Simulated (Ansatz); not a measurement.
# GaO2: the cost of one run

Method: cc-pVTZ, core rule «outside noble gas», up to 16 orbitals frozen; program: Ansatz 0.2.0, Gaussian basis.

To be run: UHF; CCSD(T) on ROHF; CCSD(T) on UHF; BCCD(T) on ROHF; CCSDT(Q) on ROHF; CCSDT(Q) on UHF.

10 further runs of the same task are left out: 4 for a known fault of the program, 1 that didn't finish, 5 set aside as unsound or not needed.

### 1 The geometry

The geometry is a PBE0/def2-TZVP stationary point (not a proven minimum) of the parent state, kept for this charge and spin. No spin-orbit coupling is included. The filled d shell of Ga may be among the frozen orbitals whatever the setting's name suggests; the logs give the count.

3 atoms, charge 0, spin multiplicity 4.

Atoms are counted from 1 here; the program's logs count them from 0.

Bond lengths: Ga1–O2 1.857 Å, O2–O3 1.292 Å. Angles: Ga1–O2–O3 180.0°.

### 2 UHF

File in.yaml:

```yaml
crystal:
  periodic: [false, false, false]
  atoms:
    - {symbol: Ga, position_ang: [0.000000, 0.000000, 1.669000]}
    - {symbol: O, position_ang: [0.000000, 0.000000, -0.188300]}
    - {symbol: O, position_ang: [0.000000, 0.000000, -1.480700]}
basis:
  gaussian: {orbitals: cc-pVTZ}
magnetization: {spin_polarized: true, initial_magnetization: 3}
hamiltonian: {xc: hf}
output: {orbitals: {seedname: orbitals}}
```

Started as:

```bash
> ansatz run in.yaml --threads 1 --pin off --events-out ev --progress --plain --max-ram 4096MiB --backend cpu
```

Q: Estimate wall time and peak memory on 1 thread of AMD EPYC 7R13, shared host.

About 22 s, with a peak of 0.34 GiB.
